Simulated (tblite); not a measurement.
# C3H10Ge2O2P: the cost of one run

Programs: tblite 0.8.0 and PySCF 2.14.0, with density-fitted response routines of our own. Each step states its level of theory. These are calculated values for one molecule in the gas phase, unless marked as measured. Atoms count from 0, in the outputs and in this text.

## (1) The molecule as given

18 atoms, charge -1, multiplicity 1; geometry from: force field or distance geometry start.

Bonds of the start (Å): C0–C1 1.52, C1–Ge2 1.96, C1–Ge3 1.96, Ge3–P4 2.30, Ge3–C5 1.91, C5–O6 1.26, C5–O7 1.40, C0–H8 1.11, C0–H9 1.11, C0–H10 1.12, C1–H11 1.10, Ge2–H12 1.56, Ge2–H13 1.54, Ge2–H14 1.56, Ge3–H15 1.53, P4–H16 1.45, P4–H17 1.45.

## (2) Optimising the geometry with GFN2-xTB

What the job is given:

```
{"job": {"kind": "relax", "xc": "GFN2-xTB", "basis": "xTB"}, "charge": -1, "multiplicity": 1}
C     -1.138000    -0.895100    -1.670300
C     -0.865300     0.208400    -0.660100
Ge    -1.621300    -0.267000     1.083100
Ge     1.063100     0.481300    -0.472200
P      2.074200    -1.441000     0.282700
C      1.397400     1.905200     0.763300
O      1.363300     3.101100     0.363200
O      1.648700     1.635200     2.109200
H     -0.709700    -0.619700    -2.653500
H     -0.710400    -1.858200    -1.334600
H     -2.246100    -1.021400    -1.792700
H     -1.321300     1.151600    -0.994000
H     -3.172600    -0.397200     0.944900
H     -1.037900    -1.613700     1.560800
H     -1.307900     0.856600     2.111400
H      1.648700     0.851800    -1.835000
H      1.587500    -1.288100     1.638100
H      3.339000    -0.783400     0.544100
```

Run with:

```sh
OMP_NUM_THREADS=1 python probes_run.py task.json out
```

This one command runs all jobs of the session in turn.

Q: Estimate the wall time of this first job on 1 thread of Intel Xeon at 2.50GHz, shared host.

About 8.2 s.
